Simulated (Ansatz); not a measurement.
# GaP (GaP (110), 3 layers): a relaxation

Wanted: a converged relaxation for GaP (GaP (110), 3 layers), and a check of what comes out. The structure is shown as the input types it.

Computed with Ansatz 0.2.0 (DFT, PBE, PAW with Ansatz's default frozen-core files, scalar-relativistic, unless a step's input says otherwise).

## 1. Starting point

Symmetry: Pmm2, No. 25, orthorhombic system. Conventional cell: a = 3.893 Å, b = 19.893 Å, c = 5.506 Å, α = 90.00°, β = 90.00°, γ = 90.00°. Ga (site symmetry m) is surrounded by 3 P at 2.38 Å. Around P (site symmetry m) lie 3 Ga at 2.38 Å. Ga (site symmetry mm2) is surrounded by 4 P at 2.38 Å. P (site symmetry mm2) is surrounded by 4 Ga at 2.38 Å.

As a file:

```xyz
6
Lattice="3.8933 0.0000 0.0000 0.0000 5.5060 0.0000 0.0000 0.0000 19.8933" Properties=species:S:1:pos:R:3 pbc="T T T"
Ga    0.9733    0.6882    8.0000
P     2.9200    4.8177    8.0000
Ga    2.9200    3.4412    9.9466
P     0.9733    2.0647    9.9466
Ga    0.9733    0.6882   11.8933
P     2.9200    4.8177   11.8933
```

## 2. Running it

Input file input.yaml:

```yaml
crystal:
  lattice:
    - [3.8933171696, 0.0, 0.0]
    - [0.0, 5.5059819439, 0.0]
    - [0.0, 0.0, 19.8933]
  atoms:
    - { symbol: Ga, position: [0.25, 0.125, 0.4021450144] }
    - { symbol: P, position: [0.75, 0.875, 0.4021450144] }
    - { symbol: Ga, position: [0.75, 0.625, 0.5] }
    - { symbol: P, position: [0.25, 0.375, 0.5] }
    - { symbol: Ga, position: [0.25, 0.125, 0.5978549856] }
    - { symbol: P, position: [0.75, 0.875, 0.5978549856] }
kpoints:
  mp_grid: { grid: [8, 6, 1] }
scf:
  occupations: { method: fermi_dirac, width: 0.02 }
  max_iter: 75
hamiltonian:
  xc: pbe
  pseudopotentials: { kind: paw }
output:
  forces: true
  stress: true
  eigenvalues: true
relax:
  f_tol: 0.01
  max_steps: 40
efield:
  axis: 3
  amplitude: 0
  dipole_correction: true
magnetization:
  spin_polarized: 2.5
```

Run with:

```console
$ ansatz run input.yaml --threads 2 --pin off --max-ram 4096MiB --backend cpu --events-out ev --progress --plain --runs-dir out
```

Q: Will this input give a usable result? If not, why, and what should change?

Nothing was computed: the input was turned down at the start. Its message: «line 33 column 19: invalid boolean (strict mode expects true/false)»

Look at the input: magnetization.spin_polarized is 2.5. The key wants another kind of value (number, word, list or true/false) than the one typed.

What to do: delete magnetization.spin_polarized (the default then holds).
